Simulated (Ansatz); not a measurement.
# I₂: vertical ionisation energy

The task here is to estimate one member of a computed series from the others.

Computed with Ansatz 0.2.0, Gaussian basis. Level: unrestricted cation, the program's frozen cores in correlated methods.

Levels to be run: UKS PBE-D4/def2-TZVPP; UKS r2SCAN-D4/def2-TZVPP; UKS PBE0-D4/def2-TZVPP; UKS B3LYP-D4/def2-TZVPP; UKS wB97X-V/def2-TZVPP; UKS wB97M-V/def2-TZVPP; UKS B2PLYP/def2-TZVPP; UHF-CCSD(T)/def2-TZVPP; UHF-MP2/def2-QZVPP; extrapolation to the limit; then −ε(HOMO) from the neutral's earlier runs with LDA (SPW92), PBE-D4, revPBE-D4, BLYP-D4, r2SCAN-D4, B97M-V, PBE0-D4, B3LYP-D4, r2SCANh-D4, r2SCAN0-D4, HSE06-D4, BHLYP-D4, CAM-B3LYP-D4, LC-ωPBE, ωB97X-V, ωB97M-V.

## The geometry

All runs share one geometry, relaxed beforehand with PBE0-D4 in a triple-zeta def2 set. I takes the def2 core potential; no spin-orbit term is included.

SMILES `II`, 2 atoms, charge 0, spin multiplicity 1.

Atoms are counted from 1 here; the program's logs count them from 0.

Bond lengths: I1–I2 2.656 Å.

As a file:

```mol
I2
  3D, bonds by distance, orders not assigned

  2  1  0  0  0  0  0  0  0  0999 V2000
   -0.0000   -0.0000    0.0047 I   0  0
    0.0000    0.0000    2.6603 I   0  0
  1  2  8  0
M  END
```

The first run:

The input, in.yaml:

```yaml
crystal:
  periodic: [false, false, false]
  atoms:
    - {symbol: I, position_ang: [-0.000000, -0.000000, 0.004716]}
    - {symbol: I, position_ang: [0.000000, 0.000000, 2.660294]}
basis:
  gaussian: {orbitals: def2-TZVPP}
total_charge: 1
magnetization: {spin_polarized: true, initial_magnetization: 1}
hamiltonian: {xc: pbe, dispersion: d4}
```

Run with:

```sh
$ ansatz run in.yaml --threads 4 --pin off --events-out ev --progress --plain --max-ram 10444MiB
```

Among the steps run: Cation, UKS PBE-D4/def2-TZVPP; Cation, UKS r2SCAN-D4/def2-TZVPP; Cation, UKS PBE0-D4/def2-TZVPP; Cation, UKS B3LYP-D4/def2-TZVPP; Cation, UKS wB97X-V/def2-TZVPP; Cation, UKS wB97M-V/def2-TZVPP; Cation, UKS B2PLYP (frozen core)/def2-TZVPP; Cation, UHF-CCSD(T)/def2-TZVPP; Cation, UHF-MP2/def2-QZVPP.

One table of the session follows, with a row left open; its other results are not shown here.

It belongs to the step «Ionisation energies side by side». For comparison, −ε(HOMO) of the neutral from earlier runs:

| functional | −ε(HOMO) (eV) |
| --- | --- |
| LDA (SPW92) | 6.38 |
| PBE-D4 | 6.22 |
| revPBE-D4 | 6.18 |
| BLYP-D4 | 6.04 |
| r2SCAN-D4 | 6.50 |
| B97M-V | 6.50 |
| PBE0-D4 | 7.34 |
| B3LYP-D4 | 7.09 |
| r2SCANh-D4 | 6.91 |
| r2SCAN0-D4 | 7.52 |
| HSE06-D4 | 6.95 |
| BHLYP-D4 | 8.28 |
| CAM-B3LYP-D4 | 8.56 |
| LC-ωPBE | 9.89 |
| ωB97X-V | 9.55 |
| ωB97M-V | ? |

Estimate the missing values for ωB97M-V.

The run gave: −ε(HOMO) (eV): 9.43. In the column «−ε(HOMO) (eV)» it lies between CAM-B3LYP-D4 (8.56) and ωB97X-V (9.55).

Caveats from the session: The cation may have settled in a state other than its lowest; no search over hole states beyond the program's own was made.
